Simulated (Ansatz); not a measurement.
Task: the interaction energy of a dimer with the counterpoise correction of BHO2, SMILES O=BO, with Ansatz 0.2.0, Python API. Give the script and its output. Level of theory (for the species named): r2SCAN, def2-SVP basis, multiplicity 1.

```xyz
4

O    -1.5476    0.5194    0.4468
B    -0.4336    0.1363    0.2373
O     0.7900   -0.2908    0.0882
H     1.1913   -0.3650   -0.7723
```

The script, `dimer_bho2.py`:
```python
"""Binding of a BHO2 dimer at a trial geometry."""

import ansatz as az
import numpy as np

FIRST = [
    ("O", (-1.5476, 0.5194, 0.4468)),
    ("B", (-0.4336, 0.1363, 0.2373)),
    ("O", (0.79, -0.2908, 0.0882)),
    ("H", (1.1913, -0.365, -0.7723)),
]
SECOND = [
    ("O", (5.6299, 1.2068, 1.1279)),
    ("B", (4.5808, 0.6888, 1.3782)),
    ("O", (3.423, 0.1833, 1.7035)),
    ("H", (3.1002, -0.6203, 1.3071)),
]

def energy(atoms, ghosts=()):
    molecule = az.Crystal.molecule()
    for symbol, xyz in atoms:
        molecule = molecule.atom(symbol, xyz)
    calc = (
        molecule.calculation()
        .basis(gaussian="def2-SVP")
        .functional("r2scan")
    )
    deck = calc.input()
    if ghosts:
        deck = deck.set(az.key.basis.gaussian.ghost_atoms, [{"symbol": s, "position_ang": list(xyz)} for s, xyz in ghosts])
    return az.Session.from_dict(deck).plan().execute().report["free_energy_ev"]

# monomers in their own basis and in the basis of the dimer
direction = np.array([0.9465, 0.0825, 0.312])
print("shift (A)   counterpoise-corrected interaction (kJ/mol)")
for shift in (-0.3, 0.0, 0.4, 1.0, 2.0):
    moved = [(s, tuple(np.round(np.array(xyz) + shift * direction, 4))) for s, xyz in SECOND]
    gain = energy(FIRST + moved) - energy(FIRST, moved) - energy(moved, FIRST)
    print(f"{shift:8.2f} {96.485332 * gain:14.3f}")
```

Output of `python dimer_bho2.py`:
```text
shift (A)   counterpoise-corrected interaction (kJ/mol)
   -0.30          1.759
    0.00          0.338
    0.40          0.996
    1.00          1.712
    2.00          1.592
```

Caveats:
- These settings explore the input space; basis and method may be short of convergence.
- The dimer is a generated trial pose of unrelaxed monomers, not a minimum, so the figure is no binding energy, and the basis set is small.
- This level lacks the dispersion part of the attraction (electrostatics and induction are there), which can decide the sign where the interaction is weak.
- It ran for 42 s on 1 thread of Arm Neoverse V1, with other jobs on the host, peak memory 0.2 GiB.
